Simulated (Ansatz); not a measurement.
# C5H9Br: small, medium and large basis sets

How large a basis does C5H9Br need? Two functionals are run in growing sets.

Method: one geometry, several basis sets; program: Ansatz 0.2.0, Gaussian basis.

Levels to be run: PBE0-D4/def2-SVP; ωB97M-V/def2-SVP; PBE0-D4/def2-QZVPP; ωB97M-V/def2-QZVPP; the functionals' def2-TZVPP values are taken from earlier runs.

## Step 1: Structure used throughout

An earlier PBE0-D4 in a triple-zeta def2 set relaxation fixed the geometry.

SMILES `BrC1CCCC1`, 15 atoms, charge 0, spin multiplicity 1.

Atoms are counted from 1 here; the program's logs count them from 0.

Bond lengths: Br1–C2 1.947 Å, C2–C3 1.516 Å, C2–C6 1.516 Å, C2–H7 1.091 Å, C3–C4 1.534 Å, C3–H8 1.091 Å, C3–H9 1.093 Å, C4–C5 1.549 Å, C4–H10 1.091 Å, C4–H11 1.092 Å, C5–C6 1.534 Å, C5–H12 1.091 Å, C5–H13 1.092 Å, C6–H14 1.091 Å, C6–H15 1.093 Å. Angles: Br1–C2–C3 113.3°, Br1–C2–C6 113.3°, Br1–C2–H7 104.4°, C3–C2–C6 103.9°, C3–C2–H7 111.1°, C6–C2–H7 111.1°, C2–C3–C4 102.9°, C2–C3–H8 113.0°, C2–C3–H9 108.8°, C4–C3–H8 113.7°, C4–C3–H9 110.8°, H8–C3–H9 107.7°, C3–C4–C5 105.8°, C3–C4–H10 111.4°, C3–C4–H11 110.4°, C5–C4–H10 112.3°, C5–C4–H11 110.3°, H10–C4–H11 106.7° and more.

## Step 2: PBE0-D4 in def2-SVP

in.yaml reads:

```yaml
crystal:
  periodic: [false, false, false]
  atoms:
    - {symbol: Br, position_ang: [-2.681604, -1.358186, 0.337342]}
    - {symbol: C, position_ang: [-0.988571, -0.619485, -0.278597]}
    - {symbol: C, position_ang: [0.208619, -1.146040, 0.488234]}
    - {symbol: C, position_ang: [1.321100, -0.162975, 0.101401]}
    - {symbol: C, position_ang: [0.604916, 1.155613, -0.284701]}
    - {symbol: C, position_ang: [-0.895125, 0.884372, -0.110145]}
    - {symbol: H, position_ang: [-0.936358, -0.901509, -1.331475]}
    - {symbol: H, position_ang: [0.440844, -2.185446, 0.253787]}
    - {symbol: H, position_ang: [-0.006102, -1.087354, 1.558742]}
    - {symbol: H, position_ang: [2.030535, -0.024310, 0.918531]}
    - {symbol: H, position_ang: [1.890925, -0.547363, -0.747269]}
    - {symbol: H, position_ang: [0.930003, 1.997369, 0.328486]}
    - {symbol: H, position_ang: [0.826819, 1.418168, -1.321266]}
    - {symbol: H, position_ang: [-1.524334, 1.431338, -0.813122]}
    - {symbol: H, position_ang: [-1.221667, 1.145806, 0.900061]}
basis:
  gaussian: {orbitals: def2-SVP}
hamiltonian: {xc: pbe0, dispersion: d4}
output: {orbitals: {seedname: orbitals}}
```

Command:

```sh
ansatz run in.yaml --threads 2 --pin off --events-out ev --progress --plain --max-ram 32768MiB --backend cpu
```

After this run come: ωB97M-V in def2-SVP; PBE0-D4 in def2-QZVPP; ωB97M-V in def2-QZVPP.

**Question.** What will the summary of the whole plan be? Wanted: PBE0-D4: double and triple zeta above quadruple; ωB97M-V: double and triple zeta above quadruple.

**Answer**, as computed:

| quantity | value |
| --- | --- |
| PBE0-D4: double and triple zeta above quadruple | 15.91, 1.72 eV |
| ωB97M-V: double and triple zeta above quadruple | 16.15, 1.66 eV |

**Reading.** PBE0-D4 gains 14.19 eV from double to triple zeta, then 1.72 eV more. Total energies overstate the basis error of differences, where much of it tends to cancel. The LUMO of ωB97M-V is positive and keeps falling with the basis (2.44 to 1.57 eV): an unbound level that the basis holds in place.
